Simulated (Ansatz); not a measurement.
# AlClF2 (SMILES [F][Al]([F])[Cl]) at CCSDTQ/STO-3G

Aim: the electronic atomisation energy of AlClF2 at CCSDTQ/STO-3G, from 4 runs. 

Program for the calculation: Ansatz 0.2.0.

53 further runs of the same task are left out: 4 that didn't finish, 49 set aside as unsound or not needed.

### 1 The structure to begin with

AlClF2: 4 atoms, total charge 0, spin state singlet. As SMILES, `[F][Al]([F])[Cl]`. Geometry: relaxed at PBE0-D4/def2-TZVP.

Bond lengths: F1–Al2 1.631 Å, Al2–F3 1.631 Å, Al2–Cl4 2.061 Å. Angles: F1–Al2–F3 119.0°, F1–Al2–Cl4 120.5°, F3–Al2–Cl4 120.5°.

### 2 The energy at CCSDTQ/STO-3G

Input file job.yaml:

```yaml
basis:
  gaussian:
    orbitals: STO-3G
crystal:
  periodic: [false, false, false]
  atoms:
    - {symbol: F, position_ang: [0.997200, 0.721760, 1.149640]}
    - {symbol: Al, position_ang: [0.069280, -0.050750, 0.053570]}
    - {symbol: F, position_ang: [0.273490, -1.653820, -0.164660]}
    - {symbol: Cl, position_ang: [-1.339980, 0.982810, -1.038560]}
accuracy: high
correlation:
  method: ccsdtq
  frozen_orbitals: {Al: 5, Cl: 5, F: 1}
scf:
  omitted_lower_state_checks: [cluster_reference, increment]
```

Command:

```console
$ ansatz run job.yaml --threads 1 --pin off --max-ram 3480MiB --events-out events.jsonl --progress --plain --runs-dir runs
```

Output:

```text
Warning: RAYON_NUM_THREADS=1 ignored (pool sized by the plan → 1); use --threads N
Functional definition: HF
  name "HF"
  exchange = exact_x
  correlation = 0
these checks for a lower state are left out or cut short: cluster_reference, increment
524 factors; integrals over basis functions are off by at most 2.8e-8 eV
mean field evaluation 1: about -24210.7743 eV, gradient 2.8e1 eV
mean field evaluation 2: about -24210.7994 eV, gradient 2.8e1 eV
mean field evaluation 4: about -24214.0196 eV, gradient 8.9e-1 eV
mean field evaluation 8: about -24214.0226 eV, gradient 1.6e-5 eV
mean field -24214.02257462 eV, -889.8489167632 hartree, gradient 9.9e-9 eV, S^2 0.000000; 0 other end points of the search recorded, 0 dependent functions left out
12 core orbitals not correlated: weight in the atoms' cores, before any rotation towards them, 1.000 or more for the frozen orbitals, at most 0.000 for the correlated occupied ones
reference -24214.02257462 eV, -889.8489167632 hartree; 12, 12 occupied and 4, 4 virtual orbitals, 524 factors
second order -1.63976743 eV of doubles, -0.00000000 eV of singles
cycle   1  -1.72041578 eV  change   -8.1e-2 eV  update   9.5e-2
cycle   2  -1.97641933 eV  change   -2.6e-1 eV  update   5.2e-2
cycle   3  -2.07489700 eV  change   -9.8e-2 eV  update   2.9e-2
cycle   4  -2.10491818 eV  change   -3.0e-2 eV  update   1.4e-2
cycle   5  -2.10945941 eV  change   -4.5e-3 eV  update   7.8e-3
cycle   6  -2.11047238 eV  change   -1.0e-3 eV  update   5.8e-3
cycle   7  -2.11060875 eV  change   -1.4e-4 eV  update   1.2e-3
cycle   8  -2.10987060 eV  change    7.4e-4 eV  update   1.0e-3
cycle   9  -2.10946163 eV  change    4.1e-4 eV  update   2.5e-4
cycle  10  -2.10957513 eV  change   -1.1e-4 eV  update   1.6e-4
cycle  11  -2.10971308 eV  change   -1.4e-4 eV  update   6.3e-5
cycle  12  -2.10967060 eV  change    4.2e-5 eV  update   4.5e-5
cycle  13  -2.10968078 eV  change   -1.0e-5 eV  update   1.3e-5
cycle  14  -2.10969239 eV  change   -1.2e-5 eV  update   8.6e-6
cycle  15  -2.10969050 eV  change    1.9e-6 eV  update   2.7e-6
cycle  16  -2.10968898 eV  change    1.5e-6 eV  update   1.5e-6
cycle  17  -2.10968880 eV  change    1.8e-7 eV  update   5.7e-7
cycle  18  -2.10968857 eV  change    2.3e-7 eV  update   3.6e-7
cycle  19  -2.10968858 eV  change   -1.2e-8 eV  update   8.2e-8
cycle  20  -2.10968864 eV  change   -6.3e-8 eV  update   6.7e-8
cycle  21  -2.10968863 eV  change    1.2e-8 eV  update   3.0e-8
cycle  22  -2.10968866 eV  change   -2.9e-8 eV  update   1.7e-8
cycle  23  -2.10968866 eV  change    2.9e-9 eV  update   1.3e-8
cycle  24  -2.10968867 eV  change   -8.5e-9 eV  update   8.4e-9
cycle  25  -2.10968867 eV  change  -9.8e-10 eV  update   3.3e-9
cycle  26  -2.10968867 eV  change  -1.3e-10 eV  update   1.5e-9
Total energy: -24216.13226329 eV, -889.9264463918 hartree
Checks for a lower state left out: cluster_reference, increment
```

It took 16 s on 1 thread of Arm Neoverse V2, shared host; peak memory 0.27 GiB.

### 3 The Al atom

Input file in.yaml:

```yaml
basis:
  gaussian:
    orbitals: STO-3G
crystal:
  periodic: [false, false, false]
  atoms:
    - symbol: Al
      position_ang: [0.000000, 0.000000, 0.000000]
magnetization:
  spin_polarized: true
  initial_magnetization: 1
correlation:
  method: ccsdtq
  frozen_orbitals: {Al: 5}
accuracy: high
scf:
  omitted_lower_state_checks: [cluster_reference, increment]
```

Command:

```console
$ ansatz run in.yaml --threads 1 --pin off --max-ram 3480MiB --events-out events.jsonl --progress --plain --runs-dir runs
```

Output:

```text
Warning: RAYON_NUM_THREADS=1 ignored (pool sized by the plan → 1); use --threads N
[... 4 set-up lines as earlier in the session ...]
these checks for a lower state are left out or cut short: cluster_reference, increment
42 factors; integrals over basis functions are off by at most 1.7e-9 eV
mean field evaluation 1: about -6499.6647 eV, gradient 7.7e-1 eV
mean field evaluation 2: about -6499.6653 eV, gradient 7.7e-1 eV
mean field evaluation 4: about -6499.6671 eV, gradient 3.6e-6 eV
mean field evaluation 8: about -6499.6540 eV, gradient 1.9e0 eV
mean field evaluation 16: about -6499.6671 eV, gradient 3.7e-4 eV
mean field -6499.66714747 eV, -238.8583620369 hartree, gradient 5.8e-9 eV, S^2 0.750003; 3 other end points of the search recorded, 0 dependent functions left out
5 core orbitals not correlated: weight in the atoms' cores, before any rotation towards them, 1.000 or more for the frozen orbitals, at most 0.000 for the correlated occupied ones
reference -6499.66714747 eV, -238.8583620369 hartree; 2, 1 occupied and 2, 3 virtual orbitals, 42 factors
second order -0.38566568 eV of doubles, 0.00000000 eV of singles
cycle   1  -0.56085134 eV  change   -1.8e-1 eV  update   4.8e-2
cycle   2  -0.69754957 eV  change   -1.4e-1 eV  update   2.1e-2
cycle   3  -0.69540855 eV  change    2.1e-3 eV  update   3.3e-4
cycle   4  -0.69540370 eV  change    4.8e-6 eV  update   4.8e-6
cycle   5  -0.69543998 eV  change   -3.6e-5 eV  update   5.6e-6
cycle   6  -0.69543956 eV  change    4.2e-7 eV  update   8.5e-8
cycle   7  -0.69543948 eV  change    7.6e-8 eV  update   1.1e-8
cycle   8  -0.69543951 eV  change   -3.2e-8 eV  update   9.3e-9
cycle   9  -0.69543954 eV  change   -2.4e-8 eV  update   4.1e-9
cycle  10  -0.69543954 eV  change   6.6e-10 eV  update  1.2e-10
cycle  11  -0.69543954 eV  change   2.6e-11 eV  update  5.1e-12
Total energy: -6500.36258701 eV, -238.8839189685 hartree
Checks for a lower state left out: cluster_reference, increment
```

Run time: 1.6 s. Hardware: 1 thread of Arm Neoverse V2, shared host.

### 4 The Cl atom at the same level

Input file in.yaml:

```yaml
crystal:
  periodic: [false, false, false]
  atoms:
    - symbol: Cl
      position_ang: [0.000000, 0.000000, 0.000000]
basis:
  gaussian:
    orbitals: STO-3G
accuracy: high
correlation:
  method: ccsdtq
  frozen_orbitals: {Cl: 5}
magnetization:
  spin_polarized: true
  initial_magnetization: 1
scf:
  omitted_lower_state_checks: [cluster_reference, increment]
```

Run the same way, it converges to -454.54219 Eh (log not shown).

### 5 The F atom, same level

Input file molecule.yaml:

```yaml
crystal:
  periodic: [false, false, false]
  atoms:
    - symbol: F
      position_ang: [0.000000, 0.000000, 0.000000]
basis:
  gaussian:
    orbitals: STO-3G
magnetization:
  spin_polarized: true
  initial_magnetization: 1
correlation:
  method: ccsdtq
  frozen_orbitals: {F: 1}
accuracy: high
scf:
  omitted_lower_state_checks: [cluster_reference, increment]
```

Command:

```console
$ ansatz run molecule.yaml --threads 1 --pin off --max-ram 3480MiB --events-out events.jsonl --progress --plain --runs-dir runs
```

Output:

```text
Warning: RAYON_NUM_THREADS=1 ignored (pool sized by the plan → 1); use --threads N
[... 4 set-up lines as earlier in the session ...]
these checks for a lower state are left out or cut short: cluster_reference, increment
15 factors; integrals over basis functions are off by at most 1.2e-9 eV
mean field evaluation 1: about -2666.3486 eV, gradient 1.5e-14 eV
mean field evaluation 2: about -2666.3486 eV, gradient 0.0e0 eV
mean field -2666.34863534 eV, -97.9865050328 hartree, gradient 0.0e0 eV, S^2 0.750000; 2 other end points of the search recorded, 0 dependent functions left out
1 core orbitals not correlated: weight in the atoms' cores, before any rotation towards them, 1.000 or more for the frozen orbitals, at most 0.000 for the correlated occupied ones
reference -2666.34863534 eV, -97.9865050328 hartree; 4, 3 occupied and 0, 1 virtual orbitals, 15 factors
second order 0.00000000 eV of doubles, 0.00000000 eV of singles
cycle   1  0.00000000 eV  change     0.0e0 eV  update    0.0e0
cycle   2  0.00000000 eV  change     0.0e0 eV  update    0.0e0
Total energy: -2666.34863534 eV, -97.9865050328 hartree
Checks for a lower state left out: cluster_reference, increment
```

Wall time 0.52 s (1 thread of Arm Neoverse V2, shared host).

### 6 Results

Level: CCSDTQ/STO-3G, 12 core orbitals frozen.

```
                                              quantity          value
                                molecule: total energy  -889.92645 Eh
molecule: correlation energy (12 core orbitals frozen)      -77.5 mEh
                               molecule: T1 diagnostic          0.014
                                 Al atom: total energy  -238.88392 Eh
  Al atom: correlation energy (5 core orbitals frozen)      -25.6 mEh
            Al atom: ⟨S²⟩ of the reference determinant          0.750
                                Al atom: T1 diagnostic          0.000
                                 Cl atom: total energy  -454.54219 Eh
  Cl atom: correlation energy (5 core orbitals frozen)        0.0 mEh
            Cl atom: ⟨S²⟩ of the reference determinant          0.750
                                Cl atom: T1 diagnostic          0.000
                                  F atom: total energy   -97.98651 Eh
    F atom: correlation energy (1 core orbital frozen)        0.0 mEh
             F atom: ⟨S²⟩ of the reference determinant          0.750
                                 F atom: T1 diagnostic          0.000
                         electronic atomisation energy      14.349 eV
```

**Reading.** Taking the molecule apart into free atoms costs 14.35 eV (1384 kJ/mol), before zero-point energy and without spin-orbit coupling. In a minimal basis such a difference can be off by several eV, whatever the method.
